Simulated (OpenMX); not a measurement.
CdGeAs2 under changes of volume

One of the cells (25.301 Å³/atom); the others are scaled copies at fixed shape and fractional positions:

```
Cd As Ge
1.0
    -2.98887    2.98887    5.66430
     2.98887   -2.98887    5.66430
     2.98887    2.98887   -5.66430
Cd As Ge
2 4 2
Direct
  0.50000 0.50000 0.00000
  0.25000 0.75000 0.50000
  0.09622 0.12500 0.47122
  0.37500 0.90378 0.02878
  0.65378 0.62500 0.52878
  0.87500 0.34622 0.97122
  0.75000 0.25000 0.50000
  0.00000 0.00000 0.00000
```

The cell is a database's computed one.

- Program: OpenMX 3.8.5
- Functional: PBE
- Potentials or basis: OpenMX 2013 PBE set, Cd7.0-s3p2d1, As7.0-s3p2d1, Ge7.0-s2p2d1, fixed grid of 72 × 72 × 56 points
- k mesh: 7 × 7 × 7
- Occupations: fermi-dirac, width 0.05 eV
- Spin: no spin polarisation

```tsv
volume (Å³/atom)	energy over the lowest point (meV/atom)	largest force (eV/Å)
23.783	?	?
24.289	72.35	0.370
24.795	49.02	0.340
25.301	30.62	0.304
25.807	16.59	0.296
26.313	6.51	0.272
26.819	0.00	0.230
```

Problem. What does the run at 23.783 Å³/atom give?

Solution. Energy over the lowest point 101.16 meV/atom; largest force 0.381 eV/Å.

Worked out: A Birch-Murnaghan fit of order 3 (a polynomial in V^(-2/3)) to the other rows has no minimum within the range. It gives 101.12 meV/atom at 23.783 Å³/atom, against the run's 101.16.

Energies are extrapolated to zero smearing.

Caveats: the basis has few d functions beyond the semicore shells, which can make volumes several per cent too large; the basis of atomic orbitals isn't converged, which shifts pressures, moduli and gaps.
